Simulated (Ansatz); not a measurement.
**C₃H₁₂BN: one species, many methods**

Aim: compute C₃H₁₂BN with functionals from several rungs and with coupled cluster, and see how far each lands from CCSD(T) at the basis-set limit for the atomisation energy.

Computed with Ansatz 0.2.0, Gaussian basis. Level: functionals in def2-TZVPP, the program's frozen cores in correlated methods.

Levels to be run: LDA (SPW92), PBE-D4, revPBE-D4, BLYP-D4, r2SCAN-D4, B97M-V, PBE0-D4, B3LYP-D4, r2SCANh-D4, r2SCAN0-D4, HSE06-D4, BHLYP-D4, CAM-B3LYP-D4, LC-ωPBE, ωB97X-V, ωB97M-V, B2PLYP, PBE-QIDH; CCSD(T)/def2-SVP; CCSD(T)/def2-TZVPP; MP2/def2-QZVPP; extrapolation to the limit; RPA on PBE.

### Step 1. Structure used throughout

All runs share one geometry, relaxed beforehand with PBE0-D4 in a triple-zeta def2 set.

SMILES `C[B-](C)(C)[NH3+]`, 17 atoms, charge 0, spin multiplicity 1.

Atoms are counted from 1 here; the program's logs count them from 0.

Bond lengths: C1–B2 1.616 Å, C1–H6 1.099 Å, C1–H7 1.095 Å, C1–H8 1.099 Å, B2–C3 1.616 Å, B2–C4 1.616 Å, B2–N5 1.672 Å, C3–H9 1.099 Å, C3–H10 1.099 Å, C3–H11 1.095 Å, C4–H12 1.099 Å, C4–H13 1.095 Å, C4–H14 1.099 Å, N5–H15 1.016 Å, N5–H16 1.016 Å, N5–H17 1.016 Å. Angles: B2–C1–H6 113.5°, B2–C1–H7 110.0°, B2–C1–H8 113.5°, H6–C1–H7 106.0°, H6–C1–H8 107.2°, H7–C1–H8 106.0°, C1–B2–C3 113.9°, C1–B2–C4 113.9°, C1–B2–N5 104.6°, C3–B2–C4 113.9°, C3–B2–N5 104.6°, C4–B2–N5 104.6°, B2–C3–H9 113.5°, B2–C3–H10 113.5°, B2–C3–H11 110.0°, H9–C3–H10 107.2°, H9–C3–H11 106.0°, H10–C3–H11 106.0° and more.

### Step 2. LDA

This LDA is Slater exchange with PW92 correlation.

The input, in.yaml:

```yaml
crystal:
  periodic: [false, false, false]
  atoms:
    - {symbol: C, position_ang: [-0.656532, 0.249543, -1.485578]}
    - {symbol: B, position_ang: [0.064301, -0.037220, -0.067941]}
    - {symbol: C, position_ang: [1.424934, 0.805249, 0.156666]}
    - {symbol: C, position_ang: [0.199303, -1.606860, 0.291955]}
    - {symbol: N, position_ang: [-0.997911, 0.566561, 1.074086]}
    - {symbol: H, position_ang: [-0.824765, 1.316898, -1.683751]}
    - {symbol: H, position_ang: [-0.028782, -0.114651, -2.305412]}
    - {symbol: H, position_ang: [-1.624210, -0.258617, -1.595951]}
    - {symbol: H, position_ang: [1.862281, 0.673225, 1.155716]}
    - {symbol: H, position_ang: [1.303709, 1.884962, -0.005641]}
    - {symbol: H, position_ang: [2.190451, 0.476982, -0.554010]}
    - {symbol: H, position_ang: [0.610422, -1.793068, 1.293505]}
    - {symbol: H, position_ang: [0.882645, -2.094905, -0.410679]}
    - {symbol: H, position_ang: [-0.749813, -2.155644, 0.222360]}
    - {symbol: H, position_ang: [-1.149537, 1.560546, 0.931159]}
    - {symbol: H, position_ang: [-1.895242, 0.094946, 1.012412]}
    - {symbol: H, position_ang: [-0.630254, 0.431451, 2.011103]}
basis:
  gaussian: {orbitals: def2-TZVPP}
hamiltonian: {xc: lda}
output: {orbitals: {seedname: orbitals}}
```

Command:

```sh
> ansatz run in.yaml --threads 4 --pin off --events-out ev --progress --plain --max-ram 11315MiB
```

Further steps of the session: PBE-D4 (GGA); revPBE-D4 (GGA); BLYP-D4 (GGA); r2SCAN-D4 (meta-GGA); B97M-V (meta-GGA); PBE0-D4 (hybrid); B3LYP-D4 (hybrid); r2SCANh-D4 (hybrid); r2SCAN0-D4 (hybrid); HSE06-D4 (hybrid); BHLYP-D4 (hybrid); CAM-B3LYP-D4 (range-separated); LC-ωPBE (range-separated); ωB97X-V (range-separated); ωB97M-V (range-separated); B2PLYP (double hybrid); PBE-QIDH (double hybrid); CCSD(T) in def2-SVP; CCSD(T) in def2-TZVPP; MP2 in def2-QZVPP; RPA on PBE orbitals.

**Question.** What will the summary of the whole plan be? Wanted: atomisation energy, CCSD(T)/CBS; farthest beyond LDA; mean size of error, GGA; mean size of error, meta-GGA; mean size of error, hybrid; mean size of error, range-separated; mean size of error, double hybrid; gap, smallest and largest; T1 diagnostic.

As calculated:

| quantity | value |
| --- | --- |
| atomisation energy, CCSD(T)/CBS | 6344.4 kJ/mol |
| functionals within 31.7 kJ/mol (0.5 %) | revPBE-D4, BLYP-D4, r2SCAN-D4, B97M-V, PBE0-D4, B3LYP-D4, r2SCANh-D4, LC-ωPBE, ωB97X-V, ωB97M-V, PBE-QIDH |
| farthest beyond LDA | BHLYP-D4 (-106.7 kJ/mol) |
| mean size of error, GGA | 45.0 kJ/mol |
| mean size of error, meta-GGA | 16.8 kJ/mol |
| mean size of error, hybrid | 39.7 kJ/mol |
| mean size of error, range-separated | 25.3 kJ/mol |
| mean size of error, double hybrid | 34.8 kJ/mol |
| gap, smallest and largest | 5.19 eV (BLYP-D4), 12.28 eV (LC-ωPBE) |
| T1 diagnostic | 0.0087 |
| triples share of the correlation energy | 3.6 % |

**Reading.** LDA overbinds by 815.0 kJ/mol (13 %). PBE-D4 misses by +95.9 kJ/mol. Double hybrids carry the basis error of their MP2 part in triple zeta, and no dispersion term here, so their miss is partly the set-up's. The rungs meta-GGA, range-separated miss on average by less than the doubt on the reference (31.7 kJ/mol), so they tie. Misses under about 31.7 kJ/mol are within the doubt on the reference itself, which lacks core-valence correlation, relativity and higher excitations. Hartree-Fock recovers 75 % of the binding; the rest is correlation. CCSD(T) in def2-SVP is off by -262.3 kJ/mol, so the small basis spoils what the method gains. The gap grows from 5.2 to 12.3 eV across the functionals, mostly with the share of exact exchange.
